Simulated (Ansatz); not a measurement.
# Cr, space group Im-3m: a scan of frozen spin spirals

Program: Ansatz 0.2.0, Python API.

Typed at the interpreter:
```pycon
>>> import ansatz as az
>>> import numpy as np
>>> from tabulate import tabulate
>>> CUTOFF = 550
>>> MESH = (10, 10, 10)
>>> FILLING = "Fermi-Dirac"
>>> crystal = (
...     az.Lattice.of((-1.44195, 1.44195, 1.44195), (1.44195, -1.44195, 1.44195), (1.44195, 1.44195, -1.44195))
...     .atom("Cr", (0.0, 0.0, 0.0), moment=3, axis=(1, 0, 0))
... )
>>> job = (
...     crystal.calculation()
...     .basis(CUTOFF)  # a bare number is in eV
...     .kpoints(mesh=MESH)
...     .functional(az.Functional.LDA)
...     .occupations(FILLING)
...     .spin("noncollinear")
... )
>>> # q in fractions of the reciprocal vectors; the moments turn in the xy plane
>>> rows = []
>>> for q in [0, 0.05, 0.1, 0.2]:
...     rep = job.spin_spiral(tuple(q * np.eye(3)[2])).run(threads=1).report
...     rows.append((q, rep["free_energy_ev"], float(np.linalg.norm(rep["site_moments_nc_mub"], axis=1).max()), rep["n_kpoints"]))
...
RunWarning: the starting moments were not kept: the SCF closed with an absolute magnetisation of 1.7e-7 μB, where they sum to 3 μB in size (1 site). That is at most 0.1 of that sum. Measured as dr2_m measures the in/out step, that magnetisation stands 3.8e-14 eV from none, at or under the dr2_threshold of 1.0e-7 eV: [...]
>>> rows = [(q, 1000 * (e - rows[0][1]), m, nk) for q, e, m, nk in rows]
>>> print(tabulate(rows, headers=["q", "F - F(q=0) meV", "largest moment muB", "k-points"], floatfmt=".4f", tablefmt="plain"))
     q    F - F(q=0) meV    largest moment muB    k-points
0.0000            0.0000                0.0000          47
0.0500           -2.0247                0.0000         171
0.1000           -4.9968                0.0000         171
0.2000            0.0000                0.0000         171
```

The SCF didn't keep the moments it started from (some shrank, vanished or turned); what is printed is the state reached. The mesh is modest for a metal, so energies can be off by several to tens of meV an atom and pressures by half a GPa or more; differences at equal mesh fare better. Warnings are shown shortened and without file and line. Spirals without spin-orbit coupling; moments are free to shrink along the scan. Timing: 98 s on 1 thread of Arm Neoverse V2, on a shared host, peak memory 0.47 GiB.
